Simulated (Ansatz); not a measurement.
# Si2Br3: the cost of one run

Computed with Ansatz 0.2.0 (DFT PBE, scalar-relativistic, plane waves, PAW, unless a step's input says otherwise).

2 further runs of the same task are left out: 1 that didn't finish, 1 set aside as unsound or not needed.

**1. Starting point**

It takes space group P4/mmm (No. 123, tetragonal). The conventional cell has a = 4.451 Å, b = 4.451 Å, c = 7.671 Å, α = 90.00°, β = 90.00°, γ = 90.00°. Si (site symmetry 4/mmm) is surrounded by 4 Si at 3.15 Å. Br (site symmetry 4/mmm) has 4 Br at 2.23 Å as nearest neighbours. Around Br (site symmetry mmm) lie 2 Br at 2.23 Å.

Coordinates:

```cif
data_structure
_symmetry_space_group_name_H-M 'P4/mmm'
_symmetry_Int_Tables_number 123
_cell_length_a 4.4512
_cell_length_b 4.4512
_cell_length_c 7.6705
_cell_angle_alpha 90.000
_cell_angle_beta 90.000
_cell_angle_gamma 90.000
_cell_volume 151.98
loop_
_atom_site_label
_atom_site_type_symbol
_atom_site_symmetry_multiplicity
_atom_site_Wyckoff_symbol
_atom_site_fract_x
_atom_site_fract_y
_atom_site_fract_z
_atom_site_occupancy
Si1 Si 1 b 0.00000 0.00000 0.50000 1
Si2 Si 1 d 0.50000 0.50000 0.50000 1
Br1 Br 1 a 0.00000 0.00000 0.00000 1
Br2 Br 2 f 0.00000 0.50000 0.00000 1
```

The cell is invented: random cell by space group and Wyckoff sites (P4/mmm, No. 123). The dimensions are guesses.

**2. Probe: one point on a coarse mesh**

Input file input.yaml:

```yaml
crystal:
  lattice:
    - [4.45120305, 0.0, 0.0]
    - [0.0, 4.45120305, 0.0]
    - [0.0, 0.0, 7.67053969]
  atoms:
    - { symbol: Si, position: [0.0, 0.0, 0.5] }
    - { symbol: Si, position: [0.5, 0.5, 0.5] }
    - { symbol: Br, position: [0.0, 0.0, 0.0] }
    - { symbol: Br, position: [0.0, 0.5, 0.0] }
    - { symbol: Br, position: [0.5, 0.0, 0.0] }
basis:
  ecutwfc: 420
kpoints:
  mp_grid: { grid: [4, 4, 2] }
hamiltonian:
  xc: pbe
scf:
  occupations: { method: gaussian, width: 0.1 }
  lower_state_search: "off"
output:
  forces: true
  stress: true
  eigenvalues: true
```

Launch:

```sh
> ansatz run input.yaml --threads 1 --pin off --max-ram 2560MiB --backend cpu --events-out ev --progress --plain --runs-dir out
```

**Question.** How long does this run take on 1 thread of Intel Xeon at 2.50GHz (Skylake/Cascade Lake), shared host, and how much memory does it need?

About 5.1 s, with a peak of 0.37 GiB.
